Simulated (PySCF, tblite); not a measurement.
**C₄H₁₂P₂Si: geometry, infrared bands and NMR shifts**

What infrared bands and NMR shifts should C₄H₁₂P₂Si (`[SiH3][C@@H]1CCCP1P`) show?

Programs: tblite 0.8.0 and PySCF 2.14.0, with density-fitted response routines of our own. Each step states its level of theory. These are calculated values for one molecule in the gas phase, unless marked as measured. Atoms are numbered from 0 throughout.

## Step 1: Starting geometry

19 atoms, charge 0, multiplicity 1; geometry from: force field or distance geometry start.

Bonds of the start (Å): Si0–C1 1.86, C1–C2 1.54, C2–C3 1.51, C3–C4 1.54, C4–P5 1.86, P5–P6 2.30, P5–C1 1.89, Si0–H7 1.49, Si0–H8 1.49, Si0–H9 1.48, C1–H10 1.09, C2–H11 1.10, C2–H12 1.10, C3–H13 1.09, C3–H14 1.09, C4–H15 1.10, C4–H16 1.10, P6–H17 1.42, P6–H18 1.42.

## Step 2: Relaxing the molecule with GFN2-xTB

What the job is given:

```
{"job": {"kind": "relax", "xc": "GFN2-xTB", "basis": "xTB"}, "charge": 0, "multiplicity": 1}
Si    -1.779100     1.684300     1.106400
C     -0.629600     0.715200     0.015600
C     -1.101800    -0.685100    -0.412600
C      0.125800    -1.465500    -0.835900
C      1.117800    -1.365600     0.335600
P      0.945500     0.362100     1.005400
P      2.406900     1.370000    -0.452400
H     -3.042300     1.951100     0.367700
H     -2.145700     0.928200     2.337400
H     -1.219900     3.004300     1.493100
H     -0.401200     1.299300    -0.870400
H     -1.633000    -1.213000     0.398100
H     -1.825900    -0.601900    -1.237700
H      0.554600    -1.056200    -1.751100
H     -0.124200    -2.511400    -1.028800
H      0.823900    -2.057600     1.136100
H      2.138300    -1.618500     0.027000
H      2.188600     0.562700    -1.596100
H      3.591500     0.706900    -0.044700
```

On the command line:

```sh
$ OMP_NUM_THREADS=1 python probes_run.py task.json out
```

The driver reads the jobs from task.json and runs them one after another.

**Question.** This job is followed by: GFN2-xTB harmonic vibrations, gas phase; GIAO PBE0/pcSseg-1 NMR shielding, non-relativistic, gas phase. What will the session give for the following? strongest single infrared mode (GFN2-xTB); zero-point energy (GFN2-xTB); 13C shifts against TMS (PBE0/pcSseg-1); 1H shifts against TMS (PBE0/pcSseg-1, means over atoms taken as alike); 29Si shifts against TMS (PBE0/pcSseg-1); 31P shifts against H3PO4 (PBE0/pcSseg-1); surface potential, 1st and 99th percentile.

The runs gave:

```
                                                              quantity                                                     value
                             strongest single infrared mode (GFN2-xTB)                                      785 cm⁻¹, 365 km/mol
                                          zero-point energy (GFN2-xTB)                                             89.7 kcal/mol
                                13C shifts against TMS (PBE0/pcSseg-1)                                38.0, 33.4, 32.8, 24.1 ppm
1H shifts against TMS (PBE0/pcSseg-1, means over atoms taken as alike)  3.92, 2.39, 2.27, 2.15, 2.07, 1.72, 1.54, 1.12, 0.56 ppm
                               29Si shifts against TMS (PBE0/pcSseg-1)                                                 -66.6 ppm
                              31P shifts against H3PO4 (PBE0/pcSseg-1)                                         -64.2, -209.6 ppm
                                 surface potential, 1st and 99th percentile                                        -1.08 V and 0.84 V
```

The optimisation took 168 steps and gained 0.404 eV; among the close pairs (by a distance rule), P5–P6 changed most, from 2.297 to 2.174 Å. All 51 modes are real, so the xTB geometry is a minimum. The strongest single mode, at 785 cm⁻¹, has its largest shares on H7, H9 and H8 (the list is cut at 3 atoms). Unscaled tight-binding wavenumbers are off by several per cent, some by more. Its intensities can rank the bands wrongly. At PBE0/pcSseg-1: The largest span, 183 ppm, is at P5, where the paramagnetic term is -584 ppm.
